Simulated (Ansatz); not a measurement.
# H7NSeSi2: one species, many methods

The task here is to estimate one member of a computed series from the others.

Method: functionals in def2-TZVPP, the program's frozen cores in correlated methods; program: Ansatz 0.2.0, Gaussian basis.

Plan: PBE-D4, r2SCAN-D4, PBE0-D4, B3LYP-D4, ωB97X-V, ωB97M-V, B2PLYP; CCSD(T)/def2-TZVPP; MP2/def2-QZVPP; extrapolation to the limit.

### The relaxed structure

All runs share one geometry, relaxed beforehand with PBE0-D4 in a triple-zeta def2 set.

SMILES `N[SiH]([SiH3])[SeH]`, 11 atoms, charge 0, spin multiplicity 1.

Atoms are counted from 1 here; the program's logs count them from 0.

Bond lengths: N1–Si2 1.711 Å, N1–H5 1.006 Å, N1–H6 1.007 Å, Si2–Si3 2.339 Å, Si2–Se4 2.292 Å, Si2–H7 1.493 Å, Si3–H8 1.487 Å, Si3–H9 1.487 Å, Si3–H10 1.492 Å, Se4–H11 1.468 Å. Angles: Si2–N1–H5 121.7°, Si2–N1–H6 121.7°, H5–N1–H6 112.5°, N1–Si2–Si3 108.2°, N1–Si2–Se4 106.6°, N1–Si2–H7 116.3°, Si3–Si2–Se4 110.9°, Si3–Si2–H7 110.2°, Se4–Si2–H7 104.5°, Si2–Si3–H8 109.1°, Si2–Si3–H9 109.9°, Si2–Si3–H10 111.7°, H8–Si3–H9 109.2°, H8–Si3–H10 108.5°, H9–Si3–H10 108.4°, Si2–Se4–H11 92.7°.

The first run:

in.yaml

```yaml
crystal:
  periodic: [false, false, false]
  atoms:
    - {symbol: N, position_ang: [-0.740990, 1.579690, -0.578794]}
    - {symbol: Si, position_ang: [0.039708, 0.057861, -0.615538]}
    - {symbol: Si, position_ang: [0.706583, -0.475626, 1.561801]}
    - {symbol: Se, position_ang: [-1.503055, -1.450609, -1.390029]}
    - {symbol: H, position_ang: [-0.492895, 2.284299, 0.094893]}
    - {symbol: H, position_ang: [-1.184143, 1.966540, -1.396096]}
    - {symbol: H, position_ang: [1.193307, -0.071162, -1.554593]}
    - {symbol: H, position_ang: [1.487940, -1.740710, 1.536173]}
    - {symbol: H, position_ang: [-0.489431, -0.657954, 2.426777]}
    - {symbol: H, position_ang: [1.559226, 0.594024, 2.156402]}
    - {symbol: H, position_ang: [-0.510648, -2.143452, -2.220397]}
basis:
  gaussian: {orbitals: def2-TZVPP}
hamiltonian: {xc: pbe, dispersion: d4}
output: {forces: true, orbitals: {seedname: orbitals}}
```

On the command line:

```bash
> ansatz run in.yaml --threads 4 --pin off --events-out ev --progress --plain --max-ram 10444MiB
```

Steps of the session up to this table: PBE-D4 (GGA); r2SCAN-D4 (meta-GGA); PBE0-D4 (hybrid); B3LYP-D4 (hybrid); ωB97X-V (range-separated); ωB97M-V (range-separated); B2PLYP (double hybrid); CCSD(T) in def2-TZVPP; MP2 in def2-QZVPP.

One table of the session follows, with a row left open; its other results are not shown here.

It belongs to the step «Atomisation energies». 

| method | atomisation energy (eV) |
| --- | --- |
| PBE-D4 | 34.508 |
| r2SCAN-D4 | 34.415 |
| PBE0-D4 | 34.172 |
| B3LYP-D4 | 34.519 |
| ωB97X-V | 34.805 |
| ωB97M-V | 34.477 |
| B2PLYP | 33.926 |
| HF/def2-TZVPP | 24.652 |
| MP2/def2-TZVPP | ? |
| CCSD/def2-TZVPP | 33.058 |
| CCSD(T)/def2-TZVPP | 33.493 |
| MP2/CBS | 34.537 |
| CCSD(T)/CBS | 34.624 |

Estimate the missing values for MP2/def2-TZVPP.

The run gave: atomisation energy (eV): 33.405. In the column «atomisation energy (eV)» it lies between CCSD/def2-TZVPP (33.058) and CCSD(T)/def2-TZVPP (33.493).

Limits of these values: Free atoms (1 N, 2 Si, 1 Se, 7 H) were run apart at each level; the atomisation energy is their sum less the molecule, without zero-point or spin-orbit terms.
